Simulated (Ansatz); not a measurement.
# C₂H₄O₂Si: a ladder of functionals and wavefunction methods

How much do the methods differ for C₂H₄O₂Si? The plan is to run it at one geometry with functionals of several rungs and with coupled cluster, and see how far each lands from CCSD(T) at the basis-set limit for the atomisation energy.

The runs use Ansatz 0.2.0, Gaussian basis; functionals in def2-TZVPP, the program's frozen cores in correlated methods.

Plan: LDA (SPW92), PBE-D4, revPBE-D4, BLYP-D4, r2SCAN-D4, B97M-V, PBE0-D4, B3LYP-D4, r2SCANh-D4, r2SCAN0-D4, HSE06-D4, BHLYP-D4, CAM-B3LYP-D4, LC-ωPBE, ωB97X-V, ωB97M-V, B2PLYP, PBE-QIDH; CCSD(T)/def2-SVP; CCSD(T)/def2-TZVPP; MP2/def2-QZVPP; extrapolation to the limit; RPA on PBE.

### 1 The geometry

All runs share one geometry, relaxed beforehand with PBE0-D4 in a triple-zeta def2 set.

SMILES `C=C1O[SiH2]O1`, 9 atoms, charge 0, spin multiplicity 1.

Atoms are counted from 1 here; the program's logs count them from 0.

Bond lengths: C1–C2 1.319 Å, C1–H6 1.079 Å, C1–H7 1.079 Å, C2–O3 1.381 Å, C2–O5 1.381 Å, O3–Si4 1.676 Å, Si4–O5 1.676 Å, Si4–H8 1.478 Å, Si4–H9 1.478 Å. Angles: C2–C1–H6 119.7°, C2–C1–H7 119.7°, H6–C1–H7 120.6°, C1–C2–O3 128.1°, C1–C2–O5 128.1°, O3–C2–O5 103.9°, C2–O3–Si4 87.6°, O3–Si4–O5 80.9°, O3–Si4–H8 115.3°, O3–Si4–H9 115.3°, O5–Si4–H8 115.3°, O5–Si4–H9 115.3°, H8–Si4–H9 111.5°, C2–O5–Si4 87.6°.

As a file:

```
C     0.5273    1.3585   -1.1296
C     0.1573    0.3831   -0.3229
O    -0.5852    0.4736    0.8382
Si   -0.4400   -1.1905    0.9783
O     0.4217   -0.9673   -0.4421
H     0.2431    2.3748   -0.9045
H     1.1113    1.1326   -2.0084
H    -1.7011   -1.9496    0.8408
H     0.3541   -1.6615    2.1329
```

### 2 LDA

This LDA is Slater exchange with PW92 correlation.

in.yaml

```yaml
crystal:
  periodic: [false, false, false]
  atoms:
    - {symbol: C, position_ang: [0.527269, 1.358452, -1.129590]}
    - {symbol: C, position_ang: [0.157266, 0.383060, -0.322927]}
    - {symbol: O, position_ang: [-0.585192, 0.473589, 0.838160]}
    - {symbol: Si, position_ang: [-0.439968, -1.190517, 0.978332]}
    - {symbol: O, position_ang: [0.421726, -0.967276, -0.442106]}
    - {symbol: H, position_ang: [0.243083, 2.374796, -0.904505]}
    - {symbol: H, position_ang: [1.111275, 1.132600, -2.008404]}
    - {symbol: H, position_ang: [-1.701058, -1.949586, 0.840824]}
    - {symbol: H, position_ang: [0.354099, -1.661519, 2.132915]}
basis:
  gaussian: {orbitals: def2-TZVPP}
hamiltonian: {xc: lda}
output: {orbitals: {seedname: orbitals}}
```

Run with:

```
> ansatz run in.yaml --threads 2 --pin off --events-out ev --progress --plain --max-ram 4352MiB
```

After this run come: PBE-D4 (GGA); revPBE-D4 (GGA); BLYP-D4 (GGA); r2SCAN-D4 (meta-GGA); B97M-V (meta-GGA); PBE0-D4 (hybrid); B3LYP-D4 (hybrid); r2SCANh-D4 (hybrid); r2SCAN0-D4 (hybrid); HSE06-D4 (hybrid); BHLYP-D4 (hybrid); CAM-B3LYP-D4 (range-separated); LC-ωPBE (range-separated); ωB97X-V (range-separated); ωB97M-V (range-separated); B2PLYP (double hybrid); PBE-QIDH (double hybrid); CCSD(T) in def2-SVP; CCSD(T) in def2-TZVPP; MP2 in def2-QZVPP; RPA on PBE orbitals.

Before running them: what should the planned runs give, taken together? Wanted: atomisation energy, CCSD(T)/CBS; farthest beyond LDA; mean size of error, GGA; mean size of error, meta-GGA; mean size of error, hybrid; mean size of error, range-separated; mean size of error, double hybrid; gap, smallest and largest; T1 diagnostic.

The runs gave:

| quantity | value |
| --- | --- |
| atomisation energy, CCSD(T)/CBS | 3715.7 kJ/mol |
| functionals within 18.6 kJ/mol (0.5 %) | revPBE-D4, BLYP-D4, r2SCAN-D4, B97M-V, PBE0-D4, B3LYP-D4, r2SCANh-D4, HSE06-D4, CAM-B3LYP-D4, LC-ωPBE, ωB97X-V, ωB97M-V |
| farthest beyond LDA | BHLYP-D4 (-156.2 kJ/mol) |
| mean size of error, GGA | 37.5 kJ/mol |
| mean size of error, meta-GGA | 13.1 kJ/mol |
| mean size of error, hybrid | 43.8 kJ/mol |
| mean size of error, range-separated | 10.6 kJ/mol |
| mean size of error, double hybrid | 33.5 kJ/mol |
| gap, smallest and largest | 3.54 eV (LDA (SPW92)), 10.68 eV (LC-ωPBE) |
| T1 diagnostic | 0.0129 |
| triples share of the correlation energy | 4.1 % |

LDA overbinds by 613.5 kJ/mol (17 %). PBE-D4 misses by +98.9 kJ/mol. Double hybrids carry the basis error of their MP2 part in triple zeta, and no dispersion term here, so their miss is partly the set-up's. The rungs range-separated, meta-GGA miss on average by less than the doubt on the reference (18.6 kJ/mol), so they tie. Misses under about 18.6 kJ/mol are within the doubt on the reference itself, which lacks core-valence correlation, relativity and higher excitations. Hartree-Fock recovers 70 % of the binding; the rest is correlation. CCSD(T) in def2-SVP is off by -250.3 kJ/mol, more than most functionals: a good method in a small basis is no reference. The gap grows from 3.5 to 10.7 eV across the functionals, mostly with the share of exact exchange.
